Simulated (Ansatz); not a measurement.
Run this with the Python package of Ansatz (0.2.0) and show what comes out.

The script, `berry_limgbn2.py`:
```python
import ansatz as az
import numpy as np


def main() -> None:
    cell = (
        az.Lattice.of([-1.90966, 1.90966, 4.44352], [1.90966, -1.90966, 4.44352], [1.90966, 1.90966, -4.44352])
        .atom("Li", [0.25, 0.75, 0.5])
        .atom("Mg", [0.75, 0.25, 0.5])
        .atom("B", [0.5, 0.5, 0.0])
        .atom("N", [0.65126, 0.65126, 0.0])
        .atom("N", [0.34874, 0.34874, 0.0])
    )

    def polarisation(structure):
        return (
            structure.calculation()
            .basis(550)
            .kpoints(8, 8, 8)
            .functional("lda")
            .scf(tolerance=1e-09)
            .occupations("fixed")
            .polarization()
            .run()
            .polarization()
        )


    vectors = np.array(cell.lattice.vectors)
    shifted = cell.move(2, to=np.array(cell.sites[2].position) + 0.03 * np.linalg.inv(vectors)[2])
    before, after = polarisation(cell), polarisation(shifted)
    for label, p in (("as typed", before), ("shifted", after)):
        print(label, "reduced polarisation:", [round(axis.reduced, 4) for axis in p.axes], "modulo", p.modulus)
    change = np.array([b.reduced - a.reduced for a, b in zip(before.axes, after.axes)])
    change -= before.modulus * np.round(change / before.modulus)
    dipole = change @ vectors
    print("dipole change (e A):", np.round(dipole, 4) + 0.0)
    print("column of the Born charge of", cell.sites[2].symbol, "for a shift along z:", np.round(dipole / 0.03, 2) + 0.0)


if __name__ == "__main__":
    main()
```

```console
$ python berry_limgbn2.py
as typed reduced polarisation: [14.25, 11.75, 5.5] modulo 1
shifted reduced polarisation: [14.2618, 11.7618, 5.5] modulo 1
dipole change (e A): [0.     0.     0.1047]
column of the Born charge of B for a shift along z: [0.   0.   3.49]
```

What to keep in mind:
- The structure comes from a database of computed cells and needn't be a stable or known phase.
- Polarisation is defined up to a quantum, so only the change along a continuous path has meaning.
- The whole script took 68 s on 1 thread of Arm Neoverse V1 (shared host), peak memory 0.75 GiB.
